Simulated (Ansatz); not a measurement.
**C₆H₁₆Sn: up Jacob's ladder to CCSD(T)**

One table from this session's results is given with a row withheld; the runs are named, their logs left out.

The runs use Ansatz 0.2.0, Gaussian basis; functionals in def2-TZVPP, the program's frozen cores in correlated methods.

Levels to be run: LDA (SPW92), PBE-D4, revPBE-D4, BLYP-D4, r2SCAN-D4, B97M-V, PBE0-D4, B3LYP-D4, r2SCANh-D4, r2SCAN0-D4, HSE06-D4, BHLYP-D4, CAM-B3LYP-D4, LC-ωPBE, ωB97X-V, ωB97M-V, B2PLYP, PBE-QIDH; CCSD(T)/def2-SVP; MP2/def2-TZVPP; MP2/def2-QZVPP; RPA on PBE.

2 further runs of the same task are left out: 2 that didn't finish.

**The relaxed structure**

An earlier PBE0-D4 in a triple-zeta def2 set relaxation fixed the geometry. Sn takes the def2 core potential; no spin-orbit term is included.

SMILES `[CH3][SnH]([CH3])[C](C)(C)C`, 23 atoms, charge 0, spin multiplicity 1.

Atoms are counted from 1 here; the program's logs count them from 0.

Bond lengths: C1–Sn2 2.147 Å, C1–H8 1.091 Å, C1–H9 1.091 Å, C1–H10 1.091 Å, Sn2–C3 2.147 Å, Sn2–C4 2.179 Å, Sn2–H11 1.722 Å, C3–H12 1.091 Å, C3–H13 1.091 Å, C3–H14 1.091 Å, C4–C5 1.522 Å, C4–C6 1.522 Å, C4–C7 1.523 Å, C5–H15 1.099 Å, C5–H16 1.094 Å, C5–H17 1.094 Å, C6–H18 1.094 Å, C6–H19 1.099 Å and more. Angles: Sn2–C1–H8 110.5°, Sn2–C1–H9 110.1°, Sn2–C1–H10 110.2°, H8–C1–H9 108.8°, H8–C1–H10 108.6°, H9–C1–H10 108.6°, C1–Sn2–C3 109.5°, C1–Sn2–C4 109.8°, C1–Sn2–H11 109.4°, C3–Sn2–C4 109.8°, C3–Sn2–H11 109.4°, C4–Sn2–H11 108.9°, Sn2–C3–H12 110.5°, Sn2–C3–H13 110.1°, Sn2–C3–H14 110.2°, H12–C3–H13 108.8°, H12–C3–H14 108.6°, H13–C3–H14 108.6° and more.

Coordinates:

```xyz
23
charge 0, multiplicity 1
C     1.5678   -0.0983   -2.2147
Sn    0.2557   -0.9885   -0.7671
C     1.3851   -2.2750    0.5286
C    -0.7165    0.5706    0.4048
C    -1.6403   -0.0776    1.4265
C    -1.5196    1.4665   -0.5278
C     0.3530    1.3880    1.1167
H     1.0100    0.5577   -2.8840
H     2.3392    0.4867   -1.7116
H     2.0519   -0.8726   -2.8111
H    -0.9522   -1.9099   -1.5784
H     0.7329   -2.7404    1.2685
H     2.1538   -1.7016    1.0490
H     1.8702   -3.0616   -0.0507
H    -2.1414    0.6929    2.0288
H    -2.4215   -0.6770    0.9499
H    -1.0955   -0.7258    2.1192
H    -2.2976    0.9111   -1.0597
H    -2.0185    2.2610    0.0444
H    -0.8859    1.9548   -1.2741
H     0.9509    0.7770    1.7994
H     1.0363    1.8726    0.4130
H    -0.1126    2.1826    1.7161
```

Set-up of the first run:

The input, in.yaml:

```yaml
crystal:
  periodic: [false, false, false]
  atoms:
    - {symbol: C, position_ang: [1.567821, -0.098289, -2.214738]}
    - {symbol: Sn, position_ang: [0.255713, -0.988514, -0.767142]}
    - {symbol: C, position_ang: [1.385149, -2.274964, 0.528635]}
    - {symbol: C, position_ang: [-0.716521, 0.570551, 0.404779]}
    - {symbol: C, position_ang: [-1.640282, -0.077640, 1.426452]}
    - {symbol: C, position_ang: [-1.519572, 1.466475, -0.527822]}
    - {symbol: C, position_ang: [0.352976, 1.388039, 1.116732]}
    - {symbol: H, position_ang: [1.009957, 0.557747, -2.883965]}
    - {symbol: H, position_ang: [2.339151, 0.486719, -1.711605]}
    - {symbol: H, position_ang: [2.051943, -0.872608, -2.811135]}
    - {symbol: H, position_ang: [-0.952206, -1.909873, -1.578370]}
    - {symbol: H, position_ang: [0.732870, -2.740367, 1.268486]}
    - {symbol: H, position_ang: [2.153812, -1.701609, 1.048974]}
    - {symbol: H, position_ang: [1.870200, -3.061561, -0.050699]}
    - {symbol: H, position_ang: [-2.141429, 0.692883, 2.028823]}
    - {symbol: H, position_ang: [-2.421533, -0.676970, 0.949934]}
    - {symbol: H, position_ang: [-1.095455, -0.725806, 2.119191]}
    - {symbol: H, position_ang: [-2.297594, 0.911123, -1.059672]}
    - {symbol: H, position_ang: [-2.018528, 2.261043, 0.044376]}
    - {symbol: H, position_ang: [-0.885949, 1.954817, -1.274084]}
    - {symbol: H, position_ang: [0.950919, 0.776957, 1.799382]}
    - {symbol: H, position_ang: [1.036266, 1.872615, 0.412996]}
    - {symbol: H, position_ang: [-0.112609, 2.182636, 1.716074]}
basis:
  gaussian: {orbitals: def2-TZVPP}
hamiltonian: {xc: lda}
output: {orbitals: {seedname: orbitals}}
```

Steps of the session up to this table: LDA; PBE-D4 (GGA); revPBE-D4 (GGA); BLYP-D4 (GGA); r2SCAN-D4 (meta-GGA); B97M-V (meta-GGA); PBE0-D4 (hybrid); B3LYP-D4 (hybrid); r2SCANh-D4 (hybrid); r2SCAN0-D4 (hybrid); HSE06-D4 (hybrid); BHLYP-D4 (hybrid); CAM-B3LYP-D4 (range-separated); LC-ωPBE (range-separated); ωB97X-V (range-separated); ωB97M-V (range-separated); B2PLYP (double hybrid); PBE-QIDH (double hybrid).

One of the session's tables, all rows but one given; the rest of the session is left out.

It belongs to the step «Orbital energies across the functionals». 

| functional | HOMO (eV) | LUMO (eV) | gap (eV) |
| --- | --- | --- | --- |
| LDA (SPW92) | -5.89 | -0.33 | 5.57 |
| PBE-D4 | -5.77 | -0.15 | 5.62 |
| revPBE-D4 | ? | ? | ? |
| BLYP-D4 | -5.65 | -0.14 | 5.52 |
| r2SCAN-D4 | -5.94 | 0.39 | 6.34 |
| B97M-V | -6.04 | -0.09 | 5.95 |
| PBE0-D4 | -6.85 | 0.64 | 7.49 |
| B3LYP-D4 | -6.68 | 0.33 | 7.01 |
| r2SCANh-D4 | -6.35 | 0.67 | 7.02 |
| r2SCAN0-D4 | -6.97 | 1.03 | 8.00 |
| HSE06-D4 | -6.46 | 0.27 | 6.73 |
| BHLYP-D4 | -7.87 | 1.23 | 9.09 |
| CAM-B3LYP-D4 | -8.13 | 1.39 | 9.52 |
| LC-ωPBE | -9.38 | 2.60 | 11.97 |
| ωB97X-V | -9.07 | 2.37 | 11.44 |
| ωB97M-V | -8.96 | 1.92 | 10.88 |

**Question.** Estimate the row for revPBE-D4.

The run gave: HOMO (eV): -5.71; LUMO (eV): -0.06; gap (eV): 5.66. In the column «HOMO (eV)» it lies between PBE-D4 (-5.77) and BLYP-D4 (-5.65).
